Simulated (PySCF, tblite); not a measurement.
# C4H14BN: geometry, infrared bands, NMR shifts, spin-spin couplings, electronic excitations and core binding energies

Aim: predict the infrared bands, NMR shifts, spin-spin couplings, electronic excitations and core binding energies of C4H14BN (`[BH3-][N@H+](C)CCC`).

The runs use tblite 0.8.0 and PySCF 2.14.0, with density-fitted response routines of our own; the level of theory stands in each step. All values are computed, except where a source is named. Atoms count from 0, in the outputs and in this text.

## 1. The starting structure

20 atoms, charge 0, multiplicity 1; geometry from: force field or distance geometry start.

Bonds of the start (Å): B0–N1 1.54, N1–C2 1.48, N1–C3 1.49, C3–C4 1.54, C4–C5 1.52, B0–H6 1.20, B0–H7 1.20, B0–H8 1.19, N1–H9 1.03, C2–H10 1.10, C2–H11 1.13, C2–H12 1.12, C3–H13 1.12, C3–H14 1.11, C4–H15 1.11, C4–H16 1.12, C5–H17 1.11, C5–H18 1.11, C5–H19 1.11.

## 2. Relaxing the molecule with GFN2-xTB

The job: settings as JSON, then the geometry in Å.

```
{"job": {"kind": "relax", "xc": "GFN2-xTB", "basis": "xTB"}, "charge": 0, "multiplicity": 1}
B     -2.017500     1.213200    -0.252700
N     -0.973700     0.105100    -0.493500
C     -1.523100    -1.209900    -0.090600
C      0.271800     0.417800     0.258000
C      1.451000    -0.490800    -0.142300
C      2.751200    -0.020900     0.487900
H     -3.016000     0.987200    -0.879300
H     -2.298700     1.299900     0.910600
H     -1.598500     2.265300    -0.621400
H     -0.762300     0.079200    -1.504900
H     -0.863200    -2.034700    -0.406700
H     -2.506300    -1.394100    -0.606100
H     -1.698700    -1.265000     1.015900
H      0.107800     0.311000     1.361200
H      0.574200     1.474000     0.073500
H      1.267000    -1.534600     0.183600
H      1.570900    -0.467900    -1.251600
H      2.668100    -0.041500     1.597900
H      3.582500    -0.694300     0.195200
H      3.008400     1.011600     0.162400
```

Run with:

```sh
$ OMP_NUM_THREADS=1 python probes_run.py task.json out
```

This one command runs all jobs of the session in turn.

**Question.** This job is followed by: GFN2-xTB harmonic vibrations, gas phase; PBE0-D3(BJ)/def2-SVP geometry optimisation, gas phase; GIAO PBE0/pcSseg-1 NMR shielding, non-relativistic, gas phase; B3LYP/pcJ-1 indirect spin-spin coupling, non-relativistic, gas phase; TDDFT CAM-B3LYP/def2-SVPD, vertical, gas phase, core orbitals frozen in the response; GIAO wB97X-D/pcSseg-1 NMR shielding, non-relativistic, gas phase; delta-SCF UKS SCAN, pcX-2 on the ionised atom, pcseg-1 elsewhere, spin-free X2C. What will the session give for the following? strongest single infrared mode (GFN2-xTB); zero-point energy (GFN2-xTB); point group; rotational constants (main isotopes); 13C shifts against TMS (PBE0/pcSseg-1); 1H shifts against TMS (PBE0/pcSseg-1, means over atoms taken as alike); 11B shifts against BF3·OEt2 (PBE0/pcSseg-1); 15N shifts against NH3 (PBE0/pcSseg-1); largest coupling of the table (B3LYP/pcJ-1); lowest singlet (CAM-B3LYP/def2-SVPD); brightest single state of those computed; lowest triplet; vertical ionisation energy (ΔSCF); C1s binding energies, SCAN/pcX-2; B1s binding energies, SCAN/pcX-2; N1s binding energies, SCAN/pcX-2; range of the shift of N1.

As calculated:

| quantity | value |
| --- | --- |
| strongest single infrared mode (GFN2-xTB) | 2422 cm⁻¹, 324 km/mol |
| zero-point energy (GFN2-xTB) | 113.2 kcal/mol |
| point group | C1 |
| rotational constants (main isotopes) | 6.73, 1.75, 1.50 GHz |
| 13C shifts against TMS (PBE0/pcSseg-1) | 59.4, 40.1, 23.7, 12.8 ppm |
| 1H shifts against TMS (PBE0/pcSseg-1, means over atoms taken as alike) | 2.88, 2.37, 2.09, 2.07, 2.05, 1.54, 0.99, 0.89 ppm |
| 11B shifts against BF3·OEt2 (PBE0/pcSseg-1) | -16.4 ppm |
| 15N shifts against NH3 (PBE0/pcSseg-1) | 66.2 ppm |
| largest coupling of the table (B3LYP/pcJ-1) | 1J(C,H) C3–H14, 147.2 Hz |
| lowest singlet (CAM-B3LYP/def2-SVPD) | 7.19 eV (173 nm), f = 0.024 |
| brightest single state of those computed | state 3, 8.20 eV, f = 0.036 |
| lowest triplet | 7.04 eV |
| vertical ionisation energy (ΔSCF) | 10.13 eV |
| C1s binding energies, SCAN/pcX-2 | C2 292.11, C3 291.93, C4 291.29, C5 291.15 eV |
| B1s binding energies, SCAN/pcX-2 | B0 193.41 eV |
| N1s binding energies, SCAN/pcX-2 | N1 406.92 eV |
| range of the shift of N1 | 62.1 to 66.2 ppm |

In words: The optimisation took 24 steps and gained 0.285 eV; among the close pairs (by a distance rule), B0–N1 changed most, from 1.541 to 1.647 Å (GFN2-xTB). All 54 modes are real, so the xTB geometry is a minimum. The strongest single mode, at 2422 cm⁻¹, moves mainly H8 and H6. Unscaled tight-binding wavenumbers are off by several per cent, some by more. Its intensities can rank the bands wrongly. Relaxing lowered the energy by 0.160 eV in 4 steps; the close pair that moved most is B0–H7, from 1.184 to 1.227 Å (PBE0/def2-SVP). The most deshielded carbon is C3 (sp3 CH2 bonded to N), at 59.4 ppm: pulled downfield by the heteroatom. At PBE0/pcSseg-1: Shielding is most anisotropic at C3 (span 72 ppm, paramagnetic term -126 ppm). In the run at B3LYP/pcJ-1, the largest coupling of the table is C3–H14, 147.2 Hz, of which the Fermi-contact term gives 146.1 Hz. Couplings across rotatable bonds belong to this one conformer; where others are populated, the observed values are averages. The first singlet state (HOMO→LUMO 0.68, HOMO→LUMO+1 0.16) lies at 7.19 eV and is weak; of the 10 states computed, the strongest absorption comes from states 3 to 4 together at 8.20 eV. The lowest triplet lies 0.15 eV below the lowest singlet (triplets in Tamm-Dancoff, singlets in full TDDFT). ΔSCF puts the ionisation energy at 10.13 eV, 1.07 eV above −ε(HOMO). The C1s levels kept as sound span 0.96 eV, from C5 (methyl carbon) up to C2 (methyl carbon bonded to N).
